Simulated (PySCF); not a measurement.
**C4H3IS: electronic excitations at several levels of theory**

How much do the electronic excitations of C4H3IS (`Ic1cccs1`) depend on the level of theory, and what does each level cost?

Computed with PySCF 2.14.0, with density-fitted response routines of our own, on a single molecule in the gas phase. Atoms count from 0, in the outputs and in this text.

## Step 1: The molecule as given

9 atoms, charge 0, multiplicity 1; geometry from: GFN2-xTB.

Bonds of the start (Å): I0–C1 2.09, C1–C2 1.36, C2–C3 1.41, C3–C4 1.36, C4–S5 1.72, S5–C1 1.73, C2–H6 1.07, C3–H7 1.08, C4–H8 1.07.

## Step 2: Relaxing the molecule at PBE0-D3(BJ)/def2-TZVP

Job settings and geometry (Å):

```
{"job": {"xc": "PBE0", "basis": "def2-TZVP", "d3": "d3bj", "grid": 2, "kind": "geom"}, "charge": 0, "multiplicity": 1}
I      1.307420     0.018280    -0.033000
C     -0.765570    -0.247920    -0.001070
C     -1.438240    -1.424290    -0.085240
C     -2.837410    -1.232650    -0.031350
C     -3.187430     0.072660     0.090350
S     -1.819420     1.111900     0.144290
H     -0.961230    -2.382470    -0.180700
H     -3.545660    -2.039800    -0.082920
H     -4.169810     0.496710     0.152990
```

The program printed:

```text
step   0  E = -849.88274151  max force = 0.013446
step   1  E = -849.88326761  max force = 0.007048
step   2  E = -849.88326520  max force = 0.005862
step   3  E = -849.88348292  max force = 0.001685
step   4  E = -849.88348905  max force = 0.001106
step   5  E = -849.88350087  max force = 0.000244
optimisation converged
```

It took 90 s on 4 threads of Arm Neoverse V1, shared host.

Along the way:

```
step  energy from step 0 (eV)  largest force component (eV/Å)
   0                   0.0000                          0.6914
   1                  -0.0143                          0.3624
   2                  -0.0143                          0.3014
   3                  -0.0202                          0.0866
   4                  -0.0203                          0.0569
   5                  -0.0207                          0.0125
```

Close pairs (by a distance rule), those that changed most:

```
 bond  before (Å)  after (Å)  change (Å)
I0–C1       2.090      2.061      -0.029
C1–S5       1.727      1.711      -0.016
C4–S5       1.719      1.707      -0.012
C4–H8       1.072      1.079      +0.007
C1–C2       1.358      1.365      +0.007
C3–H7       1.075      1.082      +0.007
C2–H6       1.075      1.081      +0.006
C3–C4       1.357      1.363      +0.006
```

The end geometry stands in the next job.

```
                         at the end point                value
  point group (found at 0.08 Å tolerance)                   Cs
rotational constants (GHz, main isotopes)  5.487, 0.846, 0.733
                        dipole moment (D)                 1.37
```

## Step 3: Excited states and response: CAM-B3LYP/def2-TZVPD

Job settings and geometry (Å):

```
{"job": {"kind": "uv", "xc": "CAM-B3LYP", "basis": "def2-TZVPD", "nstates": 12, "ntriplets": 4}, "charge": 0, "multiplicity": 1}
I      1.288992     0.020412    -0.032989
C     -0.754628    -0.244513    -0.001246
C     -1.434215    -1.425074    -0.085518
C     -2.836875    -1.231626    -0.031444
C     -3.186106     0.080247     0.091493
S     -1.812184     1.092165     0.142598
H     -0.950137    -2.386768    -0.181735
H     -3.556154    -2.038030    -0.082297
H     -4.176044     0.505606     0.154489
```

Level: TDDFT CAM-B3LYP/def2-TZVPD, vertical, gas phase, core orbitals frozen in the response.

The program printed:

```text
coarse grid: 42480 points
cycle   1  E = -846.5371620165  dE = -3.765e+01  |g| = 3.904e+00  |ddm| = 3.228e+01
cycle   2  E = -827.0362055528  dE =  1.950e+01  |g| = 6.960e+00  |ddm| = 5.619e+01
cycle   3  E = -847.7909250704  dE = -2.075e+01  |g| = 2.232e+00  |ddm| = 5.057e+01
cycle   4  E = -849.5905589254  dE = -1.800e+00  |g| = 1.400e+00  |ddm| = 7.016e+00
cycle   5  E = -849.9677539293  dE = -3.772e-01  |g| = 5.792e-01  |ddm| = 2.114e+00
cycle   6  E = -850.0789548445  dE = -1.112e-01  |g| = 2.956e-01  |ddm| = 1.223e+00
cycle   7  E = -850.0997689499  dE = -2.081e-02  |g| = 1.168e-01  |ddm| = 5.764e-01
cycle   8  E = -850.1033386425  dE = -3.570e-03  |g| = 2.520e-02  |ddm| = 2.192e-01
cycle   9  E = -850.1034977180  dE = -1.591e-04  |g| = 1.055e-02  |ddm| = 5.977e-02
cycle  10  E = -850.1035287751  dE = -3.106e-05  |g| = 3.860e-03  |ddm| = 2.878e-02
cycle  11  E = -850.1035337144  dE = -4.939e-06  |g| = 2.549e-03  |ddm| = 9.963e-03
final grid: 86744 points
cycle  12  E = -850.1035354303  dE =  1.121e-06  |g| = 3.576e-03  |ddm| = 1.205e-02
cycle  13  E = -850.1035306721  dE =  4.758e-06  |g| = 5.835e-03  |ddm| = 9.955e-03
cycle  14  E = -850.1035386953  dE = -8.023e-06  |g| = 3.142e-04  |ddm| = 6.648e-03
cycle  15  E = -850.1035387223  dE = -2.692e-08  |g| = 1.256e-04  |ddm| = 4.866e-04
cycle  16  E = -850.1035387314  dE = -9.107e-09  |g| = 5.215e-05  |ddm| = 6.328e-04
cycle  17  E = -850.1035387322  dE = -8.145e-10  |g| = 8.803e-06  |ddm| = 1.683e-04
converged SCF energy = -850.1035387322

Static polarisability (au): isotropic 98.187, principal 66.539 96.704 131.319

Singlet excitations
state   eV       nm        f      main configurations
  1   4.4226    280.3   0.00003   H->L 0.86
  2   5.2240    237.3   0.13771   H->L+1 0.77, H-2->L 0.18
  3   5.2959    234.1   0.04435   H-2->L 0.73, H->L+1 0.19
  4   5.8127    213.3   0.00029   H-1->L 0.65, H-1->L+2 0.10, H->L+2 0.08
  5   5.8339    212.5   0.07512   H-1->L+1 0.80, H->L+11 0.12
  6   5.8793    210.9   0.00252   H->L+2 0.47, H-1->L 0.14, H->L+10 0.10
  7   6.1022    203.2   0.03148   H->L+3 0.73, H-3->L 0.09
  8   6.3257    196.0   0.00005   H-2->L+1 0.86
  9   6.3612    194.9   0.00024   H-1->L+2 0.31, H-1->L+10 0.17, H-1->L+6 0.11
 10   6.3981    193.8   0.00430   H-3->L 0.66
 11   6.6644    186.0   0.00034   H->L+6 0.31, H->L+2 0.26, H->L+4 0.13
 12   6.7969    182.4   0.00217   H->L+4 0.63, H->L+6 0.19

Triplet excitations (Tamm-Dancoff, eV): 3.6081 3.9401 4.5534 4.6090
```

Run time: 67 s. Hardware: 4 threads of Arm Neoverse V1, shared host.

The orbitals next to the gap, with their largest atomic shares:

```
orbital     eV                      atoms
 HOMO−3  -9.83  I0 50 %, C1 18 %, C4 13 %
 HOMO−2  -9.04           I0 83 %, C1 10 %
 HOMO−1  -8.79  S5 42 %, C2 19 %, C3 17 %
   HOMO  -7.82  I0 36 %, C1 18 %, C4 18 %
   LUMO  -0.03   I0 71 %, C1 18 %, S5 4 %
 LUMO+1   0.22  S5 24 %, C1 19 %, C4 18 %
 LUMO+2   0.73   S5 56 %, I0 28 %, H8 5 %
```

With each of the 12 states as a Gaussian band of 0.4 eV half-width at 1/e, the curve within the window shown has maxima at 235 nm (ε 7,700) L/(mol cm). Beyond the last state computed it falls off for lack of states. The curve at chosen wavelengths:

nm, ε (L/mol/cm) and a bar:
```
      175         66 
      181        184 #
      187        480 ##
      193       1211 #####
      199       2461 ##########
      205       3796 ###############
      211       4663 ##################
      217       5202 ####################
      223       6033 #######################
      229       7152 ############################
      235       7739 ##############################
      241       7141 ############################
      247       5552 ######################
      252       3980 ###############
      258       2340 #########
      264       1213 #####
      270        564 ##
      276        240 #
      282         94 
      288         35 
      294         13 
      300          5 
      306          2 
      312          1 
      318          0 
      324          0
```

Ground-state properties from the same run:

```
           property  computed
  dipole moment (D)      1.34
polarisability (Å³)     14.55
 HOMO–LUMO gap (eV)      7.79
      −ε(HOMO) (eV)      7.82
```

## Step 4: Ultraviolet spectrum: PBE0/def2-TZVPD

The job, as its differences from that of step 3:

```diff
@@ -1,2 +1,2 @@
-{"job": {"kind": "uv", "xc": "CAM-B3LYP", "basis": "def2-TZVPD", "nstates": 12, "ntriplets": 4}, "charge": 0, "multiplicity": 1}
+{"job": {"kind": "uv", "xc": "PBE0", "basis": "def2-TZVPD", "nstates": 12, "ntriplets": 4}, "charge": 0, "multiplicity": 1}
 I      1.288992     0.020412    -0.032989
```

With the program's defaults for keys left out, this is: TDDFT PBE0/def2-TZVPD, vertical, gas phase, core orbitals frozen in the response.

The program printed:

```text
coarse grid: 42480 points
cycle   1  E = -846.0023573295  dE = -3.748e+01  |g| = 4.060e+00  |ddm| = 3.218e+01
cycle   2  E = -826.7259661679  dE =  1.928e+01  |g| = 6.978e+00  |ddm| = 4.567e+01
cycle   3  E = -846.8127915130  dE = -2.009e+01  |g| = 2.683e+00  |ddm| = 4.044e+01
cycle   4  E = -849.1538674388  dE = -2.341e+00  |g| = 1.633e+00  |ddm| = 7.647e+00
cycle   5  E = -849.6517602644  dE = -4.979e-01  |g| = 7.387e-01  |ddm| = 2.388e+00
cycle   6  E = -849.8373764210  dE = -1.856e-01  |g| = 3.865e-01  |ddm| = 1.632e+00
cycle   7  E = -849.8676150681  dE = -3.024e-02  |g| = 1.663e-01  |ddm| = 7.629e-01
cycle   8  E = -849.8735870234  dE = -5.972e-03  |g| = 4.626e-02  |ddm| = 2.698e-01
cycle   9  E = -849.8741051876  dE = -5.182e-04  |g| = 8.992e-03  |ddm| = 9.020e-02
cycle  10  E = -849.8741217924  dE = -1.660e-05  |g| = 2.430e-03  |ddm| = 2.063e-02
cycle  11  E = -849.8741226299  dE = -8.375e-07  |g| = 1.482e-03  |ddm| = 6.315e-03
final grid: 86744 points
cycle  12  E = -849.8741419903  dE =  1.397e-06  |g| = 2.708e-03  |ddm| = 1.736e-02
cycle  13  E = -849.8741367892  dE =  5.201e-06  |g| = 5.081e-03  |ddm| = 1.108e-02
cycle  14  E = -849.8741440413  dE = -7.252e-06  |g| = 2.758e-04  |ddm| = 7.163e-03
cycle  15  E = -849.8741440586  dE = -1.723e-08  |g| = 4.441e-05  |ddm| = 3.790e-04
cycle  16  E = -849.8741440590  dE = -4.488e-10  |g| = 1.731e-05  |ddm| = 7.344e-05
converged SCF energy = -849.8741440590

Static polarisability (au): isotropic 98.954, principal 66.443 96.867 133.551

Singlet excitations
state   eV       nm        f      main configurations
  1   4.2698    290.4   0.00005   H->L 0.98
  2   5.0646    244.8   0.16381   H->L+1 0.95
  3   5.2932    234.2   0.00757   H-2->L 0.97
  4   5.3675    231.0   0.00000   H-1->L 0.98
  5   5.6058    221.2   0.00067   H->L+2 0.91
  6   5.7859    214.3   0.05470   H-1->L+1 0.76, H->L+5 0.16
  7   5.7907    214.1   0.00013   H-2->L+1 0.99
  8   5.9625    207.9   0.02802   H->L+3 0.88, H-3->L 0.09
  9   6.1253    202.4   0.00328   H-3->L 0.87, H->L+3 0.09
 10   6.2838    197.3   0.00016   H-1->L+2 0.83
 11   6.4485    192.3   0.00007   H->L+4 0.48, H->L+6 0.40
 12   6.5739    188.6   0.00143   H->L+6 0.49, H->L+4 0.47

Triplet excitations (Tamm-Dancoff, eV): 3.5677 3.7975 4.5358 4.5770
```

Wall time 52 s (4 threads of Arm Neoverse V1, shared host).

In short: HOMO -6.64 eV, LUMO -1.01 eV; lowest singlet 4.27 eV.

## Step 5: Excited states and response: PBE/def2-TZVPD

The job, as its differences from that of step 4:

```diff
@@ -1,2 +1,2 @@
-{"job": {"kind": "uv", "xc": "PBE0", "basis": "def2-TZVPD", "nstates": 12, "ntriplets": 4}, "charge": 0, "multiplicity": 1}
+{"job": {"kind": "uv", "xc": "PBE", "basis": "def2-TZVPD", "nstates": 12, "ntriplets": 4}, "charge": 0, "multiplicity": 1}
 I      1.288992     0.020412    -0.032989
```

Method: TDDFT PBE/def2-TZVPD, vertical, gas phase, core orbitals frozen in the response.

The program printed:

```text
coarse grid: 42480 points
cycle   1  E = -845.2958859510  dE = -3.676e+01  |g| = 4.487e+00  |ddm| = 3.472e+01
cycle   2  E = -719.9387417434  dE =  1.254e+02  |g| = 1.181e+01  |ddm| = 2.083e+02
cycle   3  E = -845.7866919267  dE = -1.258e+02  |g| = 3.287e+00  |ddm| = 2.120e+02
cycle   4  E = -846.2529238191  dE = -4.662e-01  |g| = 3.462e+00  |ddm| = 1.340e+01
cycle   5  E = -849.7404337869  dE = -3.488e+00  |g| = 5.286e-01  |ddm| = 4.814e+00
cycle   6  E = -849.7809493911  dE = -4.052e-02  |g| = 3.203e-01  |ddm| = 1.961e+00
cycle   7  E = -849.7978381193  dE = -1.689e-02  |g| = 2.078e-01  |ddm| = 8.198e-01
cycle   8  E = -849.8045000888  dE = -6.662e-03  |g| = 9.262e-02  |ddm| = 3.908e-01
cycle   9  E = -849.8067857253  dE = -2.286e-03  |g| = 3.059e-02  |ddm| = 1.219e-01
cycle  10  E = -849.8069901020  dE = -2.044e-04  |g| = 1.860e-02  |ddm| = 5.696e-02
cycle  11  E = -849.8070497127  dE = -5.961e-05  |g| = 9.910e-03  |ddm| = 3.381e-02
cycle  12  E = -849.8070724561  dE = -2.274e-05  |g| = 2.213e-03  |ddm| = 1.449e-02
cycle  13  E = -849.8070733795  dE = -9.234e-07  |g| = 1.289e-03  |ddm| = 4.134e-03
final grid: 86744 points
cycle  14  E = -849.8070923314  dE =  2.816e-06  |g| = 3.455e-03  |ddm| = 2.327e-02
cycle  15  E = -849.8070699998  dE =  2.233e-05  |g| = 9.575e-03  |ddm| = 1.363e-02
cycle  16  E = -849.8070955595  dE = -2.556e-05  |g| = 5.119e-04  |ddm| = 1.005e-02
cycle  17  E = -849.8070956263  dE = -6.678e-08  |g| = 1.237e-04  |ddm| = 5.678e-04
cycle  18  E = -849.8070956300  dE = -3.738e-09  |g| = 1.841e-05  |ddm| = 1.417e-04
cycle  19  E = -849.8070956301  dE = -7.481e-11  |g| = 4.947e-06  |ddm| = 3.383e-05
converged SCF energy = -849.8070956301

Static polarisability (au): isotropic 102.124, principal 68.243 99.522 138.606

Singlet excitations
state   eV       nm        f      main configurations
  1   3.9121    316.9   0.00013   H->L 0.99
  2   4.6187    268.4   0.13063   H->L+1 0.90
  3   4.6397    267.2   0.00000   H-1->L 1.00
  4   4.9854    248.7   0.00018   H-2->L+1 0.99
  5   5.0203    247.0   0.00344   H-2->L 0.98
  6   5.0312    246.4   0.00027   H->L+2 0.99
  7   5.4379    228.0   0.02348   H->L+3 1.00
  8   5.4550    227.3   0.02886   H-1->L+1 0.60, H->L+4 0.36
  9   5.6156    220.8   0.00001   H-3->L 0.97
 10   5.9018    210.1   0.00000   H->L+5 0.94
 11   5.9332    209.0   0.00029   H-1->L+2 0.95
 12   5.9833    207.2   0.01441   H-2->L+2 0.98

Triplet excitations (Tamm-Dancoff, eV): 3.5105 3.5267 4.3824 4.4643
```

Wall time 38 s (4 threads of Arm Neoverse V1, shared host).

This run: HOMO -5.64 eV, LUMO -1.90 eV; lowest singlet 3.91 eV.

## Step 6: Excited states and response: B3LYP/def2-TZVPD

The job, as its differences from that of step 5:

```diff
@@ -1,2 +1,2 @@
-{"job": {"kind": "uv", "xc": "PBE", "basis": "def2-TZVPD", "nstates": 12, "ntriplets": 4}, "charge": 0, "multiplicity": 1}
+{"job": {"kind": "uv", "xc": "B3LYP", "basis": "def2-TZVPD", "nstates": 12, "ntriplets": 4}, "charge": 0, "multiplicity": 1}
 I      1.288992     0.020412    -0.032989
```

Method: TDDFT B3LYP/def2-TZVPD, vertical, gas phase, core orbitals frozen in the response.

The program printed:

```text
coarse grid: 42480 points
cycle   1  E = -846.3230475034  dE = -3.735e+01  |g| = 4.130e+00  |ddm| = 3.305e+01
cycle   2  E = -826.9437978560  dE =  1.938e+01  |g| = 7.071e+00  |ddm| = 5.594e+01
cycle   3  E = -844.7634447468  dE = -1.782e+01  |g| = 3.447e+00  |ddm| = 5.158e+01
cycle   4  E = -849.3098813869  dE = -4.546e+00  |g| = 1.907e+00  |ddm| = 8.045e+00
cycle   5  E = -849.8652920869  dE = -5.554e-01  |g| = 1.072e+00  |ddm| = 3.257e+00
cycle   6  E = -850.2155686290  dE = -3.503e-01  |g| = 5.611e-01  |ddm| = 2.571e+00
cycle   7  E = -850.2787584360  dE = -6.319e-02  |g| = 2.430e-01  |ddm| = 1.150e+00
cycle   8  E = -850.2919681498  dE = -1.321e-02  |g| = 5.626e-02  |ddm| = 4.708e-01
cycle   9  E = -850.2926514117  dE = -6.833e-04  |g| = 1.469e-02  |ddm| = 1.348e-01
cycle  10  E = -850.2927070758  dE = -5.566e-05  |g| = 3.572e-03  |ddm| = 2.971e-02
cycle  11  E = -850.2927102044  dE = -3.129e-06  |g| = 2.078e-03  |ddm| = 8.529e-03
final grid: 86744 points
cycle  12  E = -850.2927082756  dE =  3.093e-06  |g| = 4.026e-03  |ddm| = 2.264e-02
cycle  13  E = -850.2926946396  dE =  1.364e-05  |g| = 8.240e-03  |ddm| = 1.341e-02
cycle  14  E = -850.2927125103  dE = -1.787e-05  |g| = 4.859e-04  |ddm| = 9.160e-03
cycle  15  E = -850.2927125718  dE = -6.148e-08  |g| = 1.050e-04  |ddm| = 5.794e-04
cycle  16  E = -850.2927125742  dE = -2.391e-09  |g| = 1.692e-05  |ddm| = 1.343e-04
cycle  17  E = -850.2927125743  dE = -7.230e-11  |g| = 8.929e-06  |ddm| = 4.468e-05
converged SCF energy = -850.2927125743

Static polarisability (au): isotropic 100.213, principal 67.518 98.078 135.044

Singlet excitations
state   eV       nm        f      main configurations
  1   4.1279    300.4   0.00009   H->L 0.99
  2   4.9339    251.3   0.15661   H->L+1 0.95
  3   5.1467    240.9   0.00000   H-1->L 0.99
  4   5.1748    239.6   0.00647   H-2->L 0.97
  5   5.3986    229.7   0.00056   H->L+2 0.94
  6   5.5997    221.4   0.00009   H-2->L+1 0.99
  7   5.6759    218.4   0.04988   H-1->L+1 0.74, H->L+5 0.18
  8   5.6982    217.6   0.02787   H->L+3 0.95
  9   5.9268    209.2   0.00067   H-3->L 0.95
 10   6.1241    202.5   0.00027   H-1->L+2 0.88
 11   6.1953    200.1   0.00012   H->L+4 0.53, H->L+6 0.39
 12   6.2973    196.9   0.00116   H->L+6 0.54, H->L+4 0.44

Triplet excitations (Tamm-Dancoff, eV): 3.5675 3.7075 4.5214 4.5350
```

It took 53 s on 4 threads of Arm Neoverse V1, shared host.

In short: HOMO -6.41 eV, LUMO -1.24 eV; lowest singlet 4.13 eV.

## Step 7: Comparing the runs: electronic excitations

Excitations and ground-state properties, with basis size and wall time:

```
                 run  lowest singlet (eV)  brightest (eV)      f  gap (eV)  α (Å³)  μ (D)  functions  time
CAM-B3LYP/def2-TZVPD                 4.42            5.22  0.138      7.79   14.55   1.34        280  67 s
     PBE0/def2-TZVPD                 4.27            5.06  0.164      5.63   14.66   1.36        280  52 s
      PBE/def2-TZVPD                 3.91            4.62  0.131      3.74   15.13   1.26        280  38 s
    B3LYP/def2-TZVPD                 4.13            4.93  0.157      5.17   14.85   1.30        280  53 s
```

## Step 8: Outcome

```
                                quantity                        value
                             point group                           Cs
    rotational constants (main isotopes)         5.49, 0.85, 0.73 GHz
   lowest singlet (CAM-B3LYP/def2-TZVPD)  4.42 eV (280 nm), f = 0.000
brightest single state of those computed  state 2, 5.22 eV, f = 0.138
                          lowest triplet                      3.61 eV
             range of the lowest singlet              3.91 to 4.42 eV
```

Single values in the summary come from the first run of each kind that ended normally (CAM-B3LYP/def2-TZVPD), which need not be the best level. The optimisation took 5 steps and gained 0.021 eV; among the close pairs (by a distance rule), I0–C1 changed most, from 2.090 to 2.061 Å. No frequency check was run at this level, so the end point may be a saddle. The lowest singlet, at 4.42 eV, is HOMO→LUMO 0.86 and is dark; of the 12 states computed, the strongest absorption comes from state 2 at 5.22 eV. The lowest triplet lies 0.81 eV below the lowest singlet (triplets in Tamm-Dancoff, singlets in full TDDFT). Spin-orbit coupling, left out, mixes singlets and triplets in elements this heavy. The lowest singlet runs from 3.91 eV (PBE/def2-TZVPD) to 4.42 eV (CAM-B3LYP/def2-TZVPD), while the orbital gap spans 3.74 to 7.79 eV: the excitation energy moves far less from run to run than the orbital gap does. The lowest state need not be the same one in every run.
